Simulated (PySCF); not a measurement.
# C4H3BrN2: the cost of one run

Computed with PySCF 2.14.0 and routines of our own; the level stands in each step. Atoms count from 0.

### 1 The system as given

10 atoms, charge 0, multiplicity 1; geometry from: GFN2-xTB.

### 2 Optimising the geometry at PBE0/def2-SVP

The job: settings as JSON, then the geometry in Å.

```
{"job": {"xc": "PBE0", "basis": "def2-SVP", "grid": 1, "kind": "geom"}, "charge": 0, "multiplicity": 1}
Br     2.691793    -1.588017    -0.132589
C      1.061045    -0.625755    -0.053785
C      1.054787     0.761834     0.064832
N     -0.090163     1.411993     0.117437
C     -1.213116     0.709607     0.055416
C     -1.191831    -0.674038    -0.061915
N     -0.045309    -1.333119    -0.116182
H      1.964231     1.342868     0.117025
H     -2.133463     1.273261     0.101166
H     -2.089090    -1.273980    -0.113932
```

Launch:

```
$ OMP_NUM_THREADS=1 python excited_run.py task.json out
```

This one command runs all jobs of the session in turn.

Q: Estimate the wall time and peak memory of this first job on 1 thread of Arm Neoverse N1, shared host.

About 58 s, with a peak of 0.56 GiB.
